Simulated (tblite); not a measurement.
# C5H8BF3O: the cost of one run

Programs: tblite 0.8.0 and PySCF 2.14.0, with density-fitted response routines of our own. Each step states its level of theory. These are calculated values for one molecule in the gas phase, unless marked as measured. Atoms count from 0, in the outputs and in this text.

### 1 The starting structure

18 atoms, charge 0, multiplicity 1; geometry from: force field or distance geometry start.

Bonds of the start (Å): C0–C1 1.34, C1–C2 1.51, C2–B3 1.57, B3–O4 1.46, O4–C5 1.38, C1–C6 1.47, C6–F7 1.41, C6–F8 1.38, C6–F9 1.38, C0–H10 1.11, C0–H11 1.09, C2–H12 1.10, C2–H13 1.13, B3–H14 1.17, C5–H15 1.10, C5–H16 1.10, C5–H17 1.12.

### 2 Optimising the geometry with GFN2-xTB

The job: settings as JSON, then the geometry in Å.

```
{"job": {"kind": "relax", "xc": "GFN2-xTB", "basis": "xTB"}, "charge": 0, "multiplicity": 1}
C     -2.022600    -1.472400     0.237700
C     -1.374600    -0.299000     0.160900
C      0.116800    -0.384800     0.347600
B      0.877400     0.164200    -0.917200
O      2.276600    -0.228200    -1.060200
C      2.997600     0.184300     0.044700
C     -2.090900     0.968100    -0.067200
F     -1.818200     1.776200     1.055700
F     -1.639300     1.666800    -1.164100
F     -3.457900     0.818100    -0.217900
H     -3.122400    -1.502000     0.119600
H     -1.470600    -2.400700     0.415600
H      0.405100    -1.385200     0.691200
H      0.326000     0.302800     1.213600
H      0.379200     0.791500    -1.773400
H      3.765600    -0.556100     0.293200
H      2.332000     0.435900     0.880400
H      3.511300     1.126700    -0.271900
```

On the command line:

```
$ OMP_NUM_THREADS=1 python probes_run.py task.json out
```

The driver reads the jobs from task.json and runs them one after another.

Q: Estimate the wall time and peak memory of this first job on 1 thread of Arm Neoverse V1, shared host.

About 1.7 s, with a peak of 0.18 GiB.
